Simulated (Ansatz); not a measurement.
# BrClGeH4: the cost of one run

Computed with Ansatz 0.2.0, Gaussian basis. Level: PBE0-D4/def2-SVP.

23 further runs of the same task are left out: 1 that didn't finish, 22 set aside as unsound or not needed.

**1. Where the work starts**

The first end: 7 atoms, charge 0, spin multiplicity 1.

Atoms are counted from 1 here; the program's logs count them from 0.

Bond lengths: Ge1–Cl2 2.172 Å, Ge1–H3 1.529 Å, Ge1–H4 1.529 Å, Ge1–H5 1.531 Å, H6–Br7 1.431 Å. Angles: Cl2–Ge1–H3 106.4°, Cl2–Ge1–H4 106.4°, Cl2–Ge1–H5 105.8°, H3–Ge1–H4 112.6°, H3–Ge1–H5 112.5°, H4–Ge1–H5 112.5°.

Coordinates:

```mol
BrClGeH4
  3D, bonds by distance, orders not assigned

  7  5  0  0  0  0  0  0  0  0999 V2000
   -1.0873    0.0773   -0.1876 Ge  0  0
   -0.0137   -1.6259    0.6262 Cl  0  0
   -0.5029    0.3332   -1.5775 H   0  0
   -0.8463    1.2406    0.7754 H   0  0
   -2.5582   -0.3436   -0.2400 H   0  0
    2.0631   -0.3845    0.4490 H   0  0
    2.9452    0.7030    0.1545 Br  0  0
  1  2  8  0
  1  3  8  0
  1  4  8  0
  1  5  8  0
  6  7  8  0
M  END
```

The second end:

```xyz
7
charge 0, multiplicity 1
Ge   -0.5902    0.6974   -0.6044
Cl    0.6274   -2.0193    1.9739
H    -0.9086    1.7675   -1.6515
H    -0.8836    1.1699    0.8197
H    -1.2454   -0.6459   -0.9261
H     1.2923   -1.3250    1.1131
Br    1.7081    0.3554   -0.7247
```

**2. The band at PBE0-D4/def2-SVP**

Input file neb/in.yaml:

```yaml
crystal:
  periodic: [false, false, false]
  atoms:
    - {symbol: Ge, position_ang: [-1.087296, 0.077295, -0.187625]}
    - {symbol: Cl, position_ang: [-0.013656, -1.625887, 0.626243]}
    - {symbol: H, position_ang: [-0.502883, 0.333192, -1.577542]}
    - {symbol: H, position_ang: [-0.846340, 1.240580, 0.775390]}
    - {symbol: H, position_ang: [-2.558166, -0.343637, -0.239957]}
    - {symbol: H, position_ang: [2.063093, -0.384529, 0.449032]}
    - {symbol: Br, position_ang: [2.945151, 0.702985, 0.154459]}
basis:
  gaussian: {orbitals: def2-SVP}
hamiltonian: {xc: pbe0, dispersion: d4}
neb:
  images: 5
  climbing: true
  max_iterations: 40
  initial_path: idpp
  final_atoms:
    - {symbol: Ge, position_ang: [-0.590247, 0.697428, -0.604403]}
    - {symbol: Cl, position_ang: [0.627397, -2.019276, 1.973901]}
    - {symbol: H, position_ang: [-0.908616, 1.767511, -1.651459]}
    - {symbol: H, position_ang: [-0.883582, 1.169878, 0.819690]}
    - {symbol: H, position_ang: [-1.245364, -0.645939, -0.926149]}
    - {symbol: H, position_ang: [1.292260, -1.324989, 1.113085]}
    - {symbol: Br, position_ang: [1.708051, 0.355388, -0.724666]}
```

Started as:

```
ansatz run in.yaml --threads 4 --pin off --events-out ev --progress --plain --max-ram 9574MiB
```

**Question.** How long does this run take on 4 threads of Arm Neoverse V1, shared host?

About 2.5 min.
